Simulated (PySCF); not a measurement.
# A gas-phase reaction: GeH4S + H2 → GeH4 + H2S

Wanted: the reaction energy for `[SH][GeH3]` + `[H][H]` → `[GeH4]` + `S`.

Computed with PySCF 2.14.0; each step states its level. No surroundings beyond the atoms listed, unless a continuum is named. Atoms count from 0, parts from 1.

### 1 Starting point

Each species was relaxed by itself at PBE0-D3(BJ)/def2-SVPD.

### 2 Reaction energy: wB97M-D3(BJ)/def2-TZVPD

The job: settings as JSON, then the geometry in Å.

```
{"job": {"kind": "react", "xc": "wB97M-D3(BJ)", "basis": "def2-TZVPD"}, "charge": 0, "multiplicity": 1}
-1 GeH4S charge 0 multiplicity 1
S     -0.340280    -0.725860    -1.538430
Ge     0.141100     0.439680     0.310670
H     -0.658320    -1.863750    -0.882090
H      1.293510    -0.232010     1.072700
H      0.559140     1.821920    -0.203970
H     -1.101460     0.542910     1.208070

-1 H2 charge 0 multiplicity 1
H      0.380190    -0.004410     0.008140
H     -0.380190     0.004410    -0.008140

+1 GeH4 charge 0 multiplicity 1
Ge     0.031930    -0.028920    -0.041280
H     -0.923610     0.754790     0.869820
H     -0.024790     0.550800    -1.461870
H     -0.387830    -1.505440    -0.073940
H      1.463950     0.084160     0.500840

+1 H2S charge 0 multiplicity 1
S     -0.009270     0.615450     0.002720
H     -0.980200    -0.322440    -0.006710
H      0.969550    -0.314250     0.000510
```

With the program's defaults for keys left out, this is: wB97M-D3(BJ)/def2-TZVPD reaction energy of separated species, gas phase.

On the command line:

```sh
$ OMP_NUM_THREADS=1 python cluster_run.py task.json out
```

One launch serves the whole session: the jobs run in the order shown.

**Question.** The jobs that follow are: PBE0-D3(BJ)/def2-TZVPD reaction energy of separated species, gas phase; MP2/def2-TZVPD reaction energy of separated species, gas phase. Predict: reaction energy (wB97M-D3(BJ)/def2-TZVPD); ΔH, ΔG at 298 K (xTB thermal terms). Thermal terms come from harmonic xTB runs on each species.

As calculated:

| quantity | value |
| --- | --- |
| reaction energy (wB97M-D3(BJ)/def2-TZVPD) | 4.13 kcal/mol |
| ΔH, ΔG at 298 K (xTB thermal terms) | +6.3, +6.1 kcal/mol |
| range of the reaction energy over the runs of this table | 4.13 to 8.23 kcal/mol |

In words: The reaction is endothermic by 6.3 kcal/mol in the gas phase; dispersion gives +0.61, and xTB itself gave 4.18 for the electronic energy (xTB energies and thermal terms come from the earlier relaxation of each species, not shown). No barrier was sought. The reaction energy runs from 4.13 (wB97M-D3(BJ)/def2-TZVPD) to 8.23 kcal/mol (MP2/def2-TZVPD).
